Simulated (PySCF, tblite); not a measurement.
# C2H8F3NSi2: dynamics, then NMR shifts on frames, part 1 of 2

How do NMR shifts of C2H8F3NSi2 (`FC(F)(F)CN[SiH2][SiH3]`) change as the atoms move?

The runs use tblite 0.8.0 and PySCF 2.14.0, with density-fitted response routines of our own; the level of theory stands in each step. All values are computed, except where a source is named. Atoms count from 0, in the outputs and in this text.

## 1. Starting geometry

16 atoms, charge 0, multiplicity 1; geometry from: GFN2-xTB.

Bonds of the start (Å): F0–C1 1.34, C1–F2 1.34, C1–F3 1.34, C1–C4 1.53, C4–N5 1.43, N5–Si6 1.74, Si6–Si7 2.30, C4–H8 1.10, C4–H9 1.09, N5–H10 1.01, Si6–H11 1.47, Si6–H12 1.47, Si7–H13 1.46, Si7–H14 1.47, Si7–H15 1.47.

## 2. Dynamics with GFN2-xTB

What the job is given:

```
{"job": {"kind": "md", "xc": "GFN2-xTB", "basis": "xTB", "temperature": 600, "steps": 2000, "every": 50, "frames": 5}, "charge": 0, "multiplicity": 1}
F      3.643480    -0.149522     0.626208
C      2.349409    -0.374768     0.348273
F      2.287877    -0.699101    -0.949634
F      1.994512    -1.474528     1.033108
C      1.468626     0.822139     0.704281
N      0.075481     0.534966     0.589678
Si    -0.777292     0.612792    -0.919668
Si    -2.995429     0.353687    -0.363444
H      1.734556     1.114471     1.727419
H      1.727839     1.632967     0.020957
H     -0.220712    -0.150365     1.268662
H     -0.286756    -0.348180    -1.921919
H     -0.383876     1.938095    -1.419377
H     -3.793827     0.228635    -1.584620
H     -3.560170     1.477835     0.387701
H     -3.271316    -0.842557     0.440965
```

With the program's defaults for keys left out, this is: GFN2-xTB Langevin dynamics, gas phase.

On the command line:

```bash
OMP_NUM_THREADS=1 python probes_run.py task.json out
```

This one command runs all jobs of the session in turn.

Standard output:

```text
t/fs     T/K      E/eV
    0.0   487.9   -788.16325
   25.0   334.2   -787.45767
   50.0   438.3   -787.56490
   75.0   512.3   -787.55980
  100.0   469.2   -787.40367
  125.0   441.4   -787.12092
  150.0   341.8   -787.04853
  175.0   538.0   -787.46170
  200.0   481.2   -787.49921
  225.0   473.8   -787.48370
  250.0   331.0   -787.21321
  275.0   647.4   -787.47556
  300.0   600.1   -787.24913
  325.0   494.4   -786.99538
  350.0   696.4   -787.29015
  375.0   753.5   -787.38843
  400.0   516.4   -786.90590
  425.0   500.9   -786.91615
  450.0   486.3   -787.07380
  475.0   548.8   -787.19801
  500.0   384.2   -787.24998
  525.0   375.2   -786.98008
  550.0   495.8   -786.76446
  575.0   562.9   -786.79716
  600.0   769.4   -787.33173
  625.0   861.6   -787.25717
  650.0   486.5   -787.16877
  675.0   559.5   -787.41076
  700.0   497.1   -787.10636
  725.0   568.0   -787.32037
  750.0   794.5   -787.65389
  775.0   647.0   -787.16804
  800.0   574.4   -786.76886
  825.0   536.4   -786.97767
  850.0   664.0   -787.14313
  875.0   652.1   -787.03971
  900.0   697.0   -787.01493
  925.0   918.3   -786.89841
  950.0   695.4   -786.41263
  975.0   678.6   -786.41016
 1000.0   773.6   -786.57121
```

Wall time 16 s (1 thread of Arm Neoverse V1, shared host); peak memory 0.18 GiB.

Distance from the start (root mean square after alignment): 0 fs 0.00 Å, 200 fs 0.66 Å, 400 fs 0.45 Å, 600 fs 0.40 Å, 800 fs 1.00 Å, 1000 fs 1.23 Å.

Positions (Å) and forces (eV/Å) at 1000 fs:

```xyz
16

F     2.855   -1.095    1.811   -1.325   -0.165   -1.094
C     1.802   -0.627    1.020   -0.518   -0.852    0.098
F     2.094    0.635    0.849    0.234    1.260   -0.152
F     1.828   -1.161   -0.229    0.263   -0.267    0.944
C     0.358   -0.708    1.753    0.151   -3.312   -4.251
N    -0.642   -0.042    0.967   -0.105    2.062    1.116
Si   -1.009    1.675    0.891    0.727   -0.084   -0.399
Si   -3.167    2.267    1.261   -1.984    0.229    1.506
H     0.011   -1.810    1.779    0.892    1.187    0.131
H     0.773   -0.464    2.660   -0.779    1.494    2.442
H    -1.053   -0.337    0.096    0.797   -1.587    0.387
H    -0.956    1.929   -0.629    0.338    0.049    0.764
H     0.039    2.266    1.732   -0.112    0.161   -0.175
H    -4.068    1.591    0.308    0.098    0.037   -0.007
H    -3.396    3.725    1.043    0.173   -0.403    0.043
H    -4.050    2.020    2.650    1.150    0.192   -1.353
```

## 3. Nuclear shieldings: 250 fs, PBE0/pcSseg-1

What the job is given:

```
{"job": {"kind": "nmr", "xc": "PBE0", "basis": "pcSseg-1", "pop": false}, "charge": 0, "multiplicity": 1}
F      2.991800    -0.219700     1.265500
C      1.814800    -0.697800     0.687700
F      2.137300    -0.814700    -0.597000
F      1.678800    -1.838400     1.337700
C      0.553600     0.201700     1.158700
N     -0.705000    -0.050100     0.508800
Si    -1.208800     0.554600    -1.049000
Si    -3.466700     0.433500    -0.897500
H      0.511700    -0.039200     2.225200
H      0.926700     1.262500     1.066100
H     -1.389800    -0.371000     1.115800
H     -0.300400     0.097500    -2.103200
H     -0.569900     1.854500    -1.007500
H     -4.537400     1.255700    -1.588700
H     -3.744800     0.743600     0.536600
H     -4.022500    -0.952000    -0.884500
```

Level: GIAO PBE0/pcSseg-1 NMR shielding, non-relativistic, gas phase.

Standard output:

```text
coarse grid: 14704 points
cycle   1  E = -1013.3129406567  dE =  8.276e-01  |g| = 9.230e-01  |ddm| = 3.481e+00
cycle   2  E = -1013.1460162717  dE =  1.669e-01  |g| = 1.408e+00  |ddm| = 1.200e+00
cycle   3  E = -1013.4619239273  dE = -3.159e-01  |g| = 4.986e-02  |ddm| = 7.336e-01
cycle   4  E = -1013.4622944171  dE = -3.705e-04  |g| = 3.241e-02  |ddm| = 7.525e-02
cycle   5  E = -1013.4624953385  dE = -2.009e-04  |g| = 8.198e-03  |ddm| = 2.841e-02
cycle   6  E = -1013.4625056398  dE = -1.030e-05  |g| = 2.102e-03  |ddm| = 6.721e-03
cycle   7  E = -1013.4625065181  dE = -8.783e-07  |g| = 4.945e-04  |ddm| = 2.212e-03
final grid: 135048 points
cycle   8  E = -1013.5258479431  dE = -4.053e-05  |g| = 7.036e-03  |ddm| = 2.183e-02
cycle   9  E = -1013.5258390306  dE =  8.913e-06  |g| = 9.984e-03  |ddm| = 1.312e-02
cycle  10  E = -1013.5258581465  dE = -1.912e-05  |g| = 6.600e-04  |ddm| = 7.441e-03
cycle  11  E = -1013.5258582134  dE = -6.693e-08  |g| = 2.459e-04  |ddm| = 6.511e-04
cycle  12  E = -1013.5258582237  dE = -1.028e-08  |g| = 8.170e-05  |ddm| = 1.860e-04
cycle  13  E = -1013.5258582247  dE = -1.008e-09  |g| = 1.919e-05  |ddm| = 6.637e-05
cycle  14  E = -1013.5258582247  dE = -5.662e-11  |g| = 4.975e-06  |ddm| = 1.497e-05
converged SCF energy = -1013.5258582247

GIAO shielding tensors (ppm)
atom      isotropic    diamagn.    paramagn.     s11        s22        s33       span
  0 F      226.138     471.126    -244.989    119.646    201.047    357.720    238.074
  1 C       47.981     241.555    -193.574     38.042     49.249     56.653     18.612
  2 F      263.484     474.358    -210.874    190.033    258.704    341.715    151.682
  3 F      242.177     472.427    -230.249    160.455    237.231    328.846    168.391
  4 C      120.966     243.086    -122.120     93.384    121.221    148.295     54.911
  5 N      264.299     323.949     -59.649    218.419    255.682    318.797    100.377
  6 Si     404.949     881.615    -476.666    341.767    368.929    504.151    162.384
  7 Si     470.891     879.359    -408.469    438.736    475.308    498.628     59.892
  8 H       27.846      28.717      -0.871     23.348     27.978     32.212      8.864
  9 H       27.496      28.627      -1.131     22.504     28.696     31.290      8.786
 10 H       32.881      36.404      -3.523     22.016     32.040     44.586     22.571
 11 H       26.339      29.998      -3.659     22.160     25.587     31.269      9.110
 12 H       26.935      30.952      -4.016     24.242     25.198     31.366      7.124
 13 H       27.295      26.638       0.657     23.975     24.366     33.544      9.569
 14 H       28.020      29.059      -1.039     24.206     27.239     32.615      8.409
 15 H       27.700      28.282      -0.583     24.270     25.736     33.093      8.823
```

Wall time 25 s (1 thread of Arm Neoverse V1, shared host); peak memory 0.84 GiB.

Shifts follow as δ = σ(reference) − σ, with reference shieldings (ppm) from runs at the same level and on the same kind of geometry: 1H TMS 31.72, 13C TMS 186.9, 29Si TMS 349.2, 19F CFCl3 170.9, 15N NH3 267.7. The references are single molecules in the gas phase, so shifts against H2O, NH3, PH3, H3PO4 or CFCl3 are not on the usual liquid scales and can be off by tens of ppm. Each atom is listed at this fixed geometry, with no averaging over motion; a spectrum would average atoms that exchange fast.

```tsv
atoms	environment	σ (ppm)	δ (ppm)
C1	CF3 carbon	48.0	138.9
C4	sp3 CH2 bonded to N	121.0	66.0
H11	hydrogen on a silicon bonded to N, Si	26.34	5.38
H12	hydrogen on a silicon bonded to N, Si	26.94	4.78
H13	hydrogen on a silicon bonded to Si	27.29	4.42
H9	hydrogen on an sp3 CH2 bonded to N	27.50	4.22
H15	hydrogen on a silicon bonded to Si	27.70	4.02
H8	hydrogen on an sp3 CH2 bonded to N	27.85	3.87
H14	hydrogen on a silicon bonded to Si	28.02	3.70
H10	hydrogen on a nitrogen bonded to C, Si	32.88	-1.16
F0	fluorine of a CF3 group	226.1	-55.2
F3	fluorine of a CF3 group	242.2	-71.2
F2	fluorine of a CF3 group	263.5	-92.5
N5	nitrogen bonded to C, Si, H	264.3	3.4
Si6	silicon bonded to N, Si, 2 H	404.9	-55.8
Si7	silicon bonded to Si, 3 H	470.9	-121.7
```

## 4. Shielding tensors: 425 fs, PBE0/pcSseg-1

What the job is given:

```
{"job": {"kind": "nmr", "xc": "PBE0", "basis": "pcSseg-1", "pop": false}, "charge": 0, "multiplicity": 1}
F      2.312500    -0.322400     1.954600
C      1.101100    -0.668700     1.299600
F      1.622400    -0.586500     0.054600
F      0.952600    -1.976100     1.503100
C     -0.172900     0.234400     1.554700
N     -1.147500    -0.194700     0.671500
Si    -1.706300     0.570600    -0.862600
Si    -3.958400     0.091300    -0.500200
H     -0.243300     0.150000     2.639400
H      0.151600     1.173700     1.085600
H     -1.663500    -0.925000     0.974400
H     -0.729700     0.060700    -1.854900
H     -1.475700     1.933800    -0.622200
H     -4.717100     0.542100    -1.660300
H     -4.803900     0.853600     0.377300
H     -4.264800    -1.221700     0.053300
```

Level: GIAO PBE0/pcSseg-1 NMR shielding, non-relativistic, gas phase.

Standard output:

```text
coarse grid: 14704 points
cycle   1  E = -1013.2789460709  dE =  9.113e-01  |g| = 9.510e-01  |ddm| = 3.496e+00
cycle   2  E = -1013.0825408478  dE =  1.964e-01  |g| = 1.491e+00  |ddm| = 1.302e+00
cycle   3  E = -1013.4377792222  dE = -3.552e-01  |g| = 5.569e-02  |ddm| = 7.950e-01
cycle   4  E = -1013.4381589842  dE = -3.798e-04  |g| = 4.101e-02  |ddm| = 8.056e-02
cycle   5  E = -1013.4384557957  dE = -2.968e-04  |g| = 9.729e-03  |ddm| = 3.425e-02
cycle   6  E = -1013.4384722694  dE = -1.647e-05  |g| = 2.610e-03  |ddm| = 1.060e-02
cycle   7  E = -1013.4384737256  dE = -1.456e-06  |g| = 4.599e-04  |ddm| = 2.728e-03
final grid: 135048 points
cycle   8  E = -1013.5013895995  dE = -4.242e-05  |g| = 7.397e-03  |ddm| = 2.087e-02
cycle   9  E = -1013.5013783551  dE =  1.124e-05  |g| = 1.089e-02  |ddm| = 1.489e-02
cycle  10  E = -1013.5014004477  dE = -2.209e-05  |g| = 6.568e-04  |ddm| = 8.562e-03
cycle  11  E = -1013.5014005142  dE = -6.650e-08  |g| = 2.721e-04  |ddm| = 6.809e-04
cycle  12  E = -1013.5014005268  dE = -1.255e-08  |g| = 8.462e-05  |ddm| = 1.960e-04
cycle  13  E = -1013.5014005278  dE = -1.013e-09  |g| = 2.020e-05  |ddm| = 6.712e-05
cycle  14  E = -1013.5014005278  dE = -6.685e-11  |g| = 5.221e-06  |ddm| = 1.555e-05
converged SCF energy = -1013.5014005278

GIAO shielding tensors (ppm)
atom      isotropic    diamagn.    paramagn.     s11        s22        s33       span
  0 F      212.353     473.476    -261.123     89.648    185.273    362.136    272.488
  1 C       42.908     241.906    -198.998     32.431     39.834     56.460     24.029
  2 F      233.935     478.198    -244.263    151.123    211.226    339.456    188.333
  3 F      259.303     473.832    -214.530    178.708    265.258    333.941    155.233
  4 C      130.009     247.624    -117.614    102.054    138.923    149.051     46.998
  5 N      268.989     325.651     -56.662    226.140    263.854    316.972     90.831
  6 Si     388.087     880.714    -492.628    342.635    361.103    460.522    117.887
  7 Si     473.564     878.029    -404.465    405.264    446.616    568.813    163.549
  8 H       27.848      27.599       0.249     22.684     28.049     32.811     10.127
  9 H       27.673      30.458      -2.785     22.788     27.894     32.337      9.549
 10 H       34.745      38.050      -3.305     23.859     34.160     46.215     22.355
 11 H       25.787      29.337      -3.550     20.772     25.467     31.122     10.350
 12 H       27.479      30.944      -3.465     25.056     26.037     31.344      6.288
 13 H       28.166      26.641       1.525     24.496     25.424     34.576     10.080
 14 H       28.025      28.079      -0.053     25.034     25.841     33.200      8.166
 15 H       28.360      27.987       0.374     24.501     26.610     33.971      9.470
```

It took 25 s on 1 thread of Arm Neoverse V1, shared host; peak memory 0.91 GiB.

In short: δ C1 144.0, C4 56.9, F0 -41.4, F2 -63.0, H11 5.93, H12 4.24 ppm.

(Continued in part 2 of 2.)
